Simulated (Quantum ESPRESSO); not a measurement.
Runs of Quantum ESPRESSO 7.5 on ClGeBr. The cell holds a molecule in a box, 3 atoms: a = 11.000 Å, b = 13.000 Å, c = 10.000 Å, α = 90.00°, β = 90.00°, γ = 90.00°. 

```csv
task,level,potentials or basis,cell,cutoff (eV),smearing,boundary across the vacuum,mixing beta,symmetry,startingwfc,assume isolated,other keys,gap on the mesh (eV),largest force (eV/Å)
single point,PBE,PseudoDojo 0.4.1 SR PBE standard,"atoms moved at random, drawn with an rms of 0.05 Å",1061,fermi-dirac 0.05 eV,none,0.5,-,-,-,-,3.02,0.58
real-space fields,PBE,PseudoDojo 0.4.1 SR PBE standard,as given,1061,fermi-dirac 0.05 eV,none,0.5,-,-,-,-,(a),0.42
single point,B86bPBE,PseudoDojo 0.5 SR PBE stringent,as given,1687,fixed,mt,0.1,off,-,-,mixing_beta = 0.1; nosym = yes; diagonalization = rmm-paro,3.07,0.39
real-space fields,RPBE,SSSP 1.3 efficiency PBE,as given,748,fixed,mt,0.5,-,atomic,mt,verbose = yes; startingwfc = atomic,3.09,(b)
```

Alike in all rows: no spin polarisation; k mesh 1 × 1 × 1.

Fill in the values left out.

(a) 3.06; (b) 0.54.

Caveats: this is a molecule in a periodic box, so the gap is that between its Kohn-Sham HOMO and LUMO and the box isn't a crystal; the potentials were made for another functional, which shifts forces and pressure (some runs).

A k mesh can miss the band edges, and the runs leave out spin-orbit coupling on Br, Ge.

A gap of «none» marks a metal or a gap under the smearing width.

The runs don't all hold the same shells in valence.
